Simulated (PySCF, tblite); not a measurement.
# C₆H₁₂FGeN: geometry, infrared bands and NMR shifts

Wanted: the infrared bands and NMR shifts of C₆H₁₂FGeN (`C/N=C/[C]([GeH3])=C(/C)CF`), by calculation.

Programs: tblite 0.8.0 and PySCF 2.14.0, with density-fitted response routines of our own. Each step states its level of theory. These are calculated values for one molecule in the gas phase, unless marked as measured. Atoms are numbered from 0 throughout.

## 1. The molecule as given

21 atoms, charge 0, multiplicity 1; geometry from: force field or distance geometry start.

Bonds of the start (Å): C0–N1 1.46, N1–C2 1.28, C2–C3 1.49, C3–Ge4 1.96, C3–C5 1.36, C5–C6 1.50, C5–C7 1.52, C7–F8 1.38, C0–H9 1.10, C0–H10 1.11, C0–H11 1.11, C2–H12 1.09, Ge4–H13 1.56, Ge4–H14 1.54, Ge4–H15 1.55, C6–H16 1.10, C6–H17 1.12, C6–H18 1.11, C7–H19 1.11, C7–H20 1.12.

## 2. Geometry optimisation with GFN2-xTB

The job: settings as JSON, then the geometry in Å.

```
{"job": {"kind": "relax", "xc": "GFN2-xTB", "basis": "xTB"}, "charge": 0, "multiplicity": 1}
C      3.491300     0.662800    -0.076500
N      2.234600    -0.079600     0.025500
C      1.087000     0.487700     0.006100
C     -0.168800    -0.301900     0.110600
Ge     0.021100    -2.241400     0.312500
C     -1.405000     0.266600     0.094100
C     -2.649000    -0.571600     0.205700
C     -1.568700     1.767900    -0.041400
F     -1.058900     2.403800     1.068200
H      4.334700    -0.038700    -0.017400
H      3.514800     1.200900    -1.049200
H      3.558800     1.392200     0.759900
H      1.028700     1.568300    -0.100900
H      1.515900    -2.669500     0.292300
H     -0.615600    -2.684500     1.646300
H     -0.703300    -2.943500    -0.858500
H     -2.700700    -1.289000    -0.632900
H     -2.649400    -1.135800     1.170700
H     -3.573000     0.044200     0.189700
H     -1.056400     2.126600    -0.955200
H     -2.647000     2.051400    -0.139600
```

Command:

```
OMP_NUM_THREADS=1 python probes_run.py task.json out
```

The driver reads the jobs from task.json and runs them one after another.

**Question.** This job is followed by: GFN2-xTB harmonic vibrations, gas phase; GIAO PBE0/pcSseg-1 NMR shielding, non-relativistic, gas phase. What will the session give for the following? strongest single infrared mode (GFN2-xTB); zero-point energy (GFN2-xTB); 13C shifts against TMS (PBE0/pcSseg-1); 1H shifts against TMS (PBE0/pcSseg-1, means over atoms taken as alike); 15N shifts against NH3 (PBE0/pcSseg-1); 73Ge shifts against GeMe4 (PBE0/pcSseg-1); 19F shifts against CFCl3 (PBE0/pcSseg-1).

The runs gave:

```
                                                              quantity                                      value
                             strongest single infrared mode (GFN2-xTB)                      2118 cm⁻¹, 419 km/mol
                                          zero-point energy (GFN2-xTB)                              99.9 kcal/mol
                                13C shifts against TMS (PBE0/pcSseg-1)  169.5, 159.4, 149.9, 86.4, 49.0, 27.8 ppm
1H shifts against TMS (PBE0/pcSseg-1, means over atoms taken as alike)           8.60, 5.26, 4.01, 3.79, 2.29 ppm
                                15N shifts against NH3 (PBE0/pcSseg-1)                                  387.5 ppm
                             73Ge shifts against GeMe4 (PBE0/pcSseg-1)                                   -274 ppm
                              19F shifts against CFCl3 (PBE0/pcSseg-1)                                 -235.2 ppm
```

**Reading.** Over 268 steps the energy fell by 0.486 eV; of the close pairs, Ge4–H13 changed most, 1.555 to 1.488 Å. No mode is imaginary among the 57: a minimum at this level. The strongest single mode, at 2118 cm⁻¹, moves mainly H14 and H13. Unscaled tight-binding wavenumbers are off by several per cent, some by more. Its intensities can rank the bands wrongly. At PBE0/pcSseg-1: The widest tensor belongs to N1: span 715 ppm, with a paramagnetic part of -452 ppm. Spin-orbit coupling is left out, which matters for shieldings and couplings at and beside the heavy atoms.
